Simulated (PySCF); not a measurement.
# C3H7FOSi: the cost of one run

Computed with PySCF 2.14.0, with density-fitted response routines of our own, on a single molecule in the gas phase. Atoms count from 0, in the outputs and in this text.

## 1. The starting structure

13 atoms, charge 0, multiplicity 1; geometry from: GFN2-xTB. The atoms were then displaced at random by about 0.01 Å, so the start is not that level's minimum.

Bonds of the start (Å): C0–C1 1.34, C1–C2 1.52, C2–F3 1.33, C1–O4 1.34, O4–Si5 1.63, C0–H6 1.06, C0–H7 1.06, C2–H8 1.09, C2–H9 1.10, Si5–H10 1.45, Si5–H11 1.46, Si5–H12 1.49.

## 2. Relaxing the molecule at PBE0-D3(BJ)/def2-SVP

The job: settings as JSON, then the geometry in Å.

```
{"job": {"xc": "PBE0", "basis": "def2-SVP", "d3": "d3bj", "grid": 1, "shake": 0.01, "kind": "geom"}, "charge": 0, "multiplicity": 1}
C     -0.652880    -1.892040     0.624080
C     -0.283650    -0.696570     0.149610
C     -0.577350    -0.211850    -1.256030
F     -1.233410    -1.120880    -1.977100
O      0.416620     0.160990     0.911310
Si     1.060530     1.651610     0.735180
H     -0.437140    -2.163610     1.627660
H     -1.212420    -2.541530    -0.002010
H     -1.148380     0.720630    -1.200410
H      0.380730    -0.029110    -1.771430
H      2.052870     1.650150    -0.326720
H      1.639320     1.813020     2.069670
H      0.000980     2.642310     0.405860
```

Started as:

```bash
$ OMP_NUM_THREADS=1 python probes_run.py task.json out
```

This one command runs all jobs of the session in turn.

**Question.** How long does this first job take on 1 thread of Arm Neoverse V2, shared host, and how much memory does it need?

About 2.3 min, with a peak of 0.5 GiB.
